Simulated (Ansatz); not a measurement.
# MgW: the cost of one run

Program: Ansatz 0.2.0. Level of theory: DFT PBE, scalar-relativistic, plane waves, PAW. These are calculated values, not measurements.

**1. The starting structure**

The structure is cubic, space group Fd-3m (No. 227). The conventional cell has a = 6.459 Å, b = 6.459 Å, c = 6.459 Å, α = 90.00°, β = 90.00°, γ = 90.00°. Mg (site symmetry -43m) has 4 W at 2.80 Å and 4 Mg at 2.80 Å as nearest neighbours. W (site symmetry -43m) is surrounded by 4 Mg at 2.80 Å and 4 W at 2.80 Å.

Structure file:

```
CELL_PARAMETERS angstrom
0.00000 3.22972 3.22972
3.22972 0.00000 3.22972
3.22972 3.22972 0.00000
ATOMIC_POSITIONS crystal
Mg 0.00000 0.00000 0.00000
Mg 0.25000 0.25000 0.25000
W 0.50000 0.50000 0.50000
W 0.75000 0.75000 0.75000
```

Recipe of the guess: species swapped into a database cell of LiGa (Fd-3m, No. 227), with Mg on the Li sites and W on the Ga sites. Its size is a rough estimate.

**2. A first look at the guess**

File input.yaml:

```yaml
crystal:
  lattice:
    - [0.0, 3.2297193, 3.2297193]
    - [3.2297193, 0.0, 3.2297193]
    - [3.2297193, 3.2297193, 0.0]
  atoms:
    - { symbol: Mg, position: [0.0, 0.0, 0.0] }
    - { symbol: Mg, position: [0.25, 0.25, 0.25] }
    - { symbol: W, position: [0.5, 0.5, 0.5] }
    - { symbol: W, position: [0.75, 0.75, 0.75] }
basis:
  ecutwfc: 420
kpoints:
  mp_grid: { grid: [6, 6, 6] }
hamiltonian:
  xc: pbe
scf:
  occupations: { method: gaussian, width: 0.1 }
  lower_state_search: "off"
output:
  forces: true
  stress: true
  eigenvalues: true
```

The run is started by

```
> ansatz run input.yaml --threads 1 --pin off --max-ram 2048MiB --backend cpu --events-out ev --progress --plain --runs-dir out
```

What time and memory should one allow on 1 thread of Intel Xeon Platinum 8488C (Sapphire Rapids), shared host?

About 1.3 s, with a peak of 0.38 GiB.
